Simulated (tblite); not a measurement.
# C5H11BrSSi: the cost of one run

The runs use tblite 0.8.0 and PySCF 2.14.0, with density-fitted response routines of our own; the level of theory stands in each step. All values are computed, except where a source is named. Atoms are numbered from 0 throughout.

### Step 1. The molecule as given

19 atoms, charge 0, multiplicity 1; geometry from: force field or distance geometry start.

Bonds of the start (Å): C0–C1 1.35, C1–C2 1.51, C2–C3 1.55, C3–Si4 1.91, Si4–Br5 2.22, C3–S6 1.85, S6–C7 1.80, C0–H8 1.09, C0–H9 1.08, C1–H10 1.08, C2–H11 1.10, C2–H12 1.09, C3–H13 1.10, Si4–H14 1.49, Si4–H15 1.49, C7–H16 1.10, C7–H17 1.09, C7–H18 1.10.

### Step 2. Geometry optimisation with GFN2-xTB

The job: settings as JSON, then the geometry in Å.

```
{"job": {"kind": "relax", "xc": "GFN2-xTB", "basis": "xTB"}, "charge": 0, "multiplicity": 1}
C      2.602200     1.126200     0.272400
C      1.401200     0.934100    -0.322600
C      0.751600    -0.421400    -0.431700
C     -0.608500    -0.573000     0.289300
Si    -0.545400    -0.481700     2.191600
Br     0.796800    -2.080700     2.942400
S     -1.907000     0.620900    -0.261400
C     -2.123000     0.071000    -1.963500
H      3.167900     0.313000     0.715600
H      3.021800     2.123200     0.328400
H      0.885100     1.781700    -0.748500
H      0.600000    -0.625300    -1.502400
H      1.428500    -1.196700    -0.078700
H     -0.991700    -1.580200     0.062400
H     -1.890000    -0.718600     2.778900
H     -0.037800     0.831100     2.683200
H     -2.323200    -1.005200    -2.000200
H     -1.250000     0.300100    -2.568400
H     -2.988200     0.590600    -2.394200
```

On the command line:

```sh
> OMP_NUM_THREADS=1 python probes_run.py task.json out
```

One launch serves the whole session: the jobs run in the order shown.

**Question.** How long does this first job take on 1 thread of Arm Neoverse N1, shared host, and how much memory does it need?

About 2.3 s, with a peak of 0.18 GiB.
